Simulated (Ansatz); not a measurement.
# EuFeAsF: the cost of one run

Program: Ansatz 0.2.0. Level of theory: DFT PBE+U (U_eff = 6 eV on Eu 4f, 4 eV on Fe 3d), scalar-relativistic, plane waves, PAW. These are calculated values, not measurements.

### 1 The structure to begin with

Symmetry: Cmme, No. 67, orthorhombic system. The conventional cell has a = 5.592 Å, b = 5.633 Å, c = 8.881 Å, α = 90.00°, β = 90.00°, γ = 90.00°. Around Eu (site symmetry mm2) lie 4 F at 2.29 Å. Fe (site symmetry 222) is surrounded by 4 As at 2.50 Å and 4 Fe at 2.80 to 2.82 Å. As (site symmetry mm2) has 4 Fe at 2.50 Å in its first shell of neighbours. F (site symmetry 222) has 4 Eu at 2.29 Å in its first shell of neighbours.

As a file:

```
Eu Fe As F
1.0
     2.79615   -2.81675    0.00000
     2.79615    2.81675    0.00000
     0.00000    0.00000    8.88120
Eu Fe As F
2 2 2 2
Direct
  0.75000 0.25000 0.37111
  0.25000 0.75000 0.62889
  0.25000 0.25000 0.00000
  0.75000 0.75000 0.00000
  0.75000 0.25000 0.82956
  0.25000 0.75000 0.17044
  0.25000 0.25000 0.50000
  0.75000 0.75000 0.50000
```

The moments start at Eu 7.00; Fe 4.00 μB.

### 2 First run, at the start cell

File input.yaml:

```yaml
crystal:
  lattice:
    - [2.79615, -2.81675, 0.0]
    - [2.79615, 2.81675, 0.0]
    - [0.0, 0.0, 8.8812]
  atoms:
    - { symbol: Eu, position: [0.75, 0.25, 0.371111], spin: 7.0 }
    - { symbol: Eu, position: [0.25, 0.75, 0.628889], spin: 7.0 }
    - { symbol: Fe, position: [0.25, 0.25, 0.0], spin: 4.0 }
    - { symbol: Fe, position: [0.75, 0.75, 0.0], spin: 4.0 }
    - { symbol: As, position: [0.75, 0.25, 0.829557] }
    - { symbol: As, position: [0.25, 0.75, 0.170443] }
    - { symbol: F, position: [0.25, 0.25, 0.5] }
    - { symbol: F, position: [0.75, 0.75, 0.5] }
basis:
  ecutwfc: 420
  ecutrho_ratio: 4
kpoints:
  mp_grid: { grid: [4, 4, 2] }
hamiltonian:
  xc: pbe
  hubbard:
    sites:
      - { species: Eu, l: f, u_eff: 6.0 }
      - { species: Fe, l: d, u_eff: 4.0 }
scf:
  occupations: { method: gaussian, width: 0.05 }
output:
  forces: true
  stress: true
  eigenvalues: true
  populations: true
  hubbard: { sites: [{ species: Eu, l: f }, { species: Fe, l: d }] }
magnetization:
  spin_polarized: true
```

Started as:

```
$ ansatz run input.yaml --threads 8 --pin off --max-ram 22528MiB --backend cpu --events-out ev --progress --plain --runs-dir out
```

**Question.** How long does this run take on 8 threads of Intel Xeon at 2.50GHz (Skylake/Cascade Lake), shared host, and how much memory does it need?

About 1.7 min, with a peak of 1.7 GiB.
